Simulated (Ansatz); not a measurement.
# FGeH4Si+ (SMILES F[SiH+][GeH3]): single points off equilibrium

Aim: energy, forces and dipole at a structure displaced at random from a GFN2-xTB minimum, from CCSD(T) and from density functionals.

Method: single points in def2-TZVPP; program: Ansatz 0.2.0, Gaussian basis.

Cores are frozen in the correlated methods. Filled d shells of the heavier atoms are correlated.

## (1) Starting geometry

SMILES `F[SiH+][GeH3]`, 7 atoms, charge 1, spin multiplicity 1.

Atoms are counted from 1 here; the program's logs count them from 0.

Bond lengths: F1–Si2 1.673 Å, Si2–Ge3 2.303 Å, Si2–H4 1.655 Å, Ge3–H6 1.516 Å, Ge3–H7 1.226 Å. Angles: F1–Si2–Ge3 110.9°, F1–Si2–H4 99.0°, Ge3–Si2–H4 149.1°, Si2–Ge3–H6 104.2°, Si2–Ge3–H7 124.3°, H6–Ge3–H7 106.5°.

As a file:

```
F    -1.3918   -1.4919    1.1626
Si   -0.3748   -1.2469   -0.1430
Ge    0.5751    0.8493   -0.0638
H    -0.3884   -2.7781   -0.7717
H    -0.3240    1.7475   -1.3628
H    -0.0618    1.5009    1.1482
H     1.7802    1.0587    0.0209
```

## (2) CCSD(T)/def2-TZVPP

run/in.yaml

```yaml
crystal:
  periodic: [false, false, false]
  atoms:
    - {symbol: F, position_ang: [-1.391800, -1.491900, 1.162600]}
    - {symbol: Si, position_ang: [-0.374800, -1.246900, -0.143000]}
    - {symbol: Ge, position_ang: [0.575100, 0.849300, -0.063800]}
    - {symbol: H, position_ang: [-0.388400, -2.778100, -0.771700]}
    - {symbol: H, position_ang: [-0.324000, 1.747500, -1.362800]}
    - {symbol: H, position_ang: [-0.061800, 1.500900, 1.148200]}
    - {symbol: H, position_ang: [1.780200, 1.058700, 0.020900]}
basis:
  gaussian: {orbitals: def2-TZVPP}
total_charge: 1
correlation: {method: ccsd_t}
output: {forces: true}
```

No record of the launch command was kept for these runs.

## (3) PBE0-D4/def2-TZVPP

Edit run/in.yaml of step 2 so:

```diff
@@ -13,3 +13,3 @@
 total_charge: 1
-correlation: {method: ccsd_t}
-output: {forces: true}
+hamiltonian: {xc: pbe0, dispersion: d4}
+output: {forces: true, orbitals: {seedname: orbitals}}
```

## (4) wB97M-V/def2-TZVPP

Edit run/in.yaml of step 3 so:

```diff
@@ -13,3 +13,3 @@
 total_charge: 1
-hamiltonian: {xc: pbe0, dispersion: d4}
-output: {forces: true, orbitals: {seedname: orbitals}}
+hamiltonian: {xc: {name: wB97M-V}}
+output: {forces: true}
```

## (5) r2SCAN-D4/def2-TZVPP

Edit run/in.yaml of step 4 so:

```diff
@@ -13,3 +13,3 @@
 total_charge: 1
-hamiltonian: {xc: {name: wB97M-V}}
+hamiltonian: {xc: r2scan, dispersion: d4}
 output: {forces: true}
```

## (6) PBE-D4/def2-TZVPP

Edit run/in.yaml of step 5 so:

```diff
@@ -13,3 +13,3 @@
 total_charge: 1
-hamiltonian: {xc: r2scan, dispersion: d4}
+hamiltonian: {xc: pbe, dispersion: d4}
 output: {forces: true}
```

## (7) HSE06-D4/def2-TZVPP

Edit run/in.yaml of step 6 so:

```diff
@@ -13,3 +13,3 @@
 total_charge: 1
-hamiltonian: {xc: pbe, dispersion: d4}
+hamiltonian: {xc: hse06, dispersion: d4}
 output: {forces: true}
```

## (8) LC-wPBE/def2-TZVPP

Edit run/in.yaml of step 7 so:

```diff
@@ -13,3 +13,3 @@
 total_charge: 1
-hamiltonian: {xc: hse06, dispersion: d4}
+hamiltonian: {xc: {name: LC-wPBE}}
 output: {forces: true}
```

(Steps that only read results are left out.)

What does the calculation give? Wanted: energy less free atoms, CCSD(T)/def2-TZVPP; RMS force component; RMS force error; HOMO and LUMO, PBE0-D4; T1 diagnostic.

As calculated:

| quantity | value |
| --- | --- |
| energy less free atoms, CCSD(T)/def2-TZVPP | -10.045 eV |
| RMS force component | 3.614 to 3.788 eV/Å over the methods |
| RMS force error | PBE0-D4 0.087, wB97M-V 0.071, r2SCAN-D4 0.146, PBE-D4 0.330, HSE06-D4 0.089, LC-wPBE 0.112 eV/Å |
| HOMO and LUMO, PBE0-D4 | -14.40 and -9.37 eV |
| T1 diagnostic | 0.016 |

What this shows: Against CCSD(T) the functionals' energies less atoms differ by -0.449 to +0.089 eV, PBE-D4 by -0.449 eV. A larger basis would deepen the CCSD(T) value, while the functionals are nearly converged already, so the order here is not reliable. On forces the order runs from wB97M-V to PBE-D4. Frozen-core CCSD(T) forces in triple zeta carry basis errors of their own, and this is one geometry, so small gaps rank nothing.
